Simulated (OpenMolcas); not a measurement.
**Pt²⁺ among point charges: CASSCF and CASPT2 levels and susceptibility**

Aim: the splitting of the states of Pt²⁺ in the field of 2 point charges, its lowest levels with spin-orbit coupling and its magnetic susceptibility.

Method: state-averaged CASSCF and CASPT2, spin-orbit coupling by RASSI with atomic mean-field integrals. Code: OpenMolcas 26.06.

## Step 1: Starting point

```
Species                           : Pt²⁺ (platinum, Z = 78, 76 electrons)
Basis                             : ANO-RCC-VDZP [7s6p4d2f], 59 functions
Scalar Hamiltonian                : DKH2, point nucleus
Inactive shells                   : 1s 2s 2p 3s 3p 3d 4s 4p 4d 4f 5s 5p
Active space                      : 8 electrons in 5 orbitals (5d)
Some configurations of this space : 5d⁸
Orbitals                          : optimised for each spin and parity, averaged over all roots
```

Outer shells as boxes (Hund's rule):

5d8
```
5d [↑↓][↑↓][↑↓][↑ ][↑ ]
```

The ion sits among 2 point charges of -1 e arranged as a linear pair (D∞h), 2.16 Å from the ion.

Each step is its own input file, run in one work folder so that later steps find the files of earlier ones. Labels, J, g values, rates, χT and fits are worked out afterwards by a script from the matrices that RASSI stores. The input lists half of the charges; inversion (Group=XYZ) makes the rest.

## Step 2: GATEWAY and SEWARD: basis and integrals

Contents of a.inp:

```
&GATEWAY
Coord
1

Pt 0.0 0.0 0.0
Basis=ANO-RCC-VDZP
Group=XYZ
NoMove
AngMom=0.0 0.0 0.0
AMFI
XField
1 Angstrom 0
0.000000 0.000000 2.160000 -1.000000
&SEWARD
```

Launch:

```
$ OMP_NUM_THREADS=1 MOLCAS_MEM=1689 MOLCAS_PROJECT=a pymolcas a.inp > a.log
```

## Step 3: CASSCF: triplets of even parity, 10 roots

Contents of a.inp:

```
&RASSCF
FileOrb=start.orb
Symmetry=1
Spin=3
nActEl=8 0 0
Inactive=15 19
Ras2=5 0
CIRoot=10 10 1
SDav=10
CIMx=300
Iter=120 100
PrWF=0.3
OrbListing=Nothing
MaxOrb=0
>>> COPY $Project.JobIph JOB001
```

start.orb holds the contracted functions of the basis, ordered by shell, or the orbitals of the step before.

## Step 4: Reference wave functions, singlets of even parity, 15 roots

Contents of a.inp:

```
&RASSCF
FileOrb=start.orb
Symmetry=1
Spin=1
nActEl=8 0 0
Inactive=15 19
Ras2=5 0
CIRoot=15 15 1
SDav=15
CIMx=300
Iter=120 100
PrWF=0.3
OrbListing=Nothing
MaxOrb=0
>>> COPY $Project.JobIph JOB002
```

## Step 5: RASSI: spin-orbit coupling between the states

Contents of a.inp:

```
&RASSI
NrOfJobIphs=2 10 15
1 2 3 4 5 6 7 8 9 10
1 2 3 4 5 6 7 8 9 10 11 12 13 14 15
IphNames
JOB001
JOB002
EJob
SpinOrbit
DIPRint=1.0
SOCoupling=1000.0
Subsets=2
Property=9
'ANGMOM' 1 'ANGMOM' 2 'ANGMOM' 3 'MLTPL  1' 1 'MLTPL  1' 2 'MLTPL  1' 3
'AMFI' 1 'AMFI' 2 'AMFI' 3
SOProperty=3
'ANGMOM' 1 'ANGMOM' 2 'ANGMOM' 3
```

## Step 6: CASPT2: IPEA 0.25, imaginary shift 0.1 (closed shells correlated: 5s 5p)

Contents of a.inp:

```
>>> COPY JOB001 $Project.JobIph
&CASPT2
Multistate=10 1 2 3 4 5 6 7 8 9 10
NoMult
Frozen=14 16
IPEA=0.25
Imaginary=0.1
MaxIter=60
WThr=0.0 0.3 0.05
PrWF=0.5
NoMix
>>> COPY JOB002 $Project.JobIph
&CASPT2
Multistate=15 1 2 3 4 5 6 7 8 9 10 11 12 13 14 15
NoMult
Frozen=14 16
IPEA=0.25
Imaginary=0.1
MaxIter=60
WThr=0.0 0.3 0.05
PrWF=0.5
NoMix
```

(Steps that only read results are left out.)

Q: Predict the outcome of this session. Wanted: spin-free ground state; first state of the same spin within the active space; lowest level; next level.

**Answer**, as computed:

| quantity | value |
| --- | --- |
| method | SS-CASPT2, IPEA 0.25, imaginary shift 0.1 (closed shells correlated: 5s 5p) |
| spin-free ground state | 3Pi, 2-fold in its orbital part |
| first state of the same spin within the active space | 3Sigma at 475 cm⁻¹ |
| lowest level | 1-fold |
| next level | 269.2 cm⁻¹ |
| χT at 300 K | 2.95 cm³ K/mol |
| effective moment at 300 K | 4.85 μB |

Cost by method:

```csv
method,time of its own steps,time with the reference
A. CASSCF,3.3 s,3.3 s
"B. SS-CASPT2, IPEA 0.25, imaginary shift 0.1, +5s 5p",1.3 s,4.6 s
```

Times are of one thread on a shared host.

In words: The spin-free ground state (3Pi) comes to 92 % from free-ion F terms and keeps the highest spin of the shell. χT at 300 K is 2.95, against 1.00 cm³ K/mol for the spin alone, so orbital moment adds to it. The field of point charges can differ much from that of real complexes. This is an electrostatic model: the charges have no orbitals.
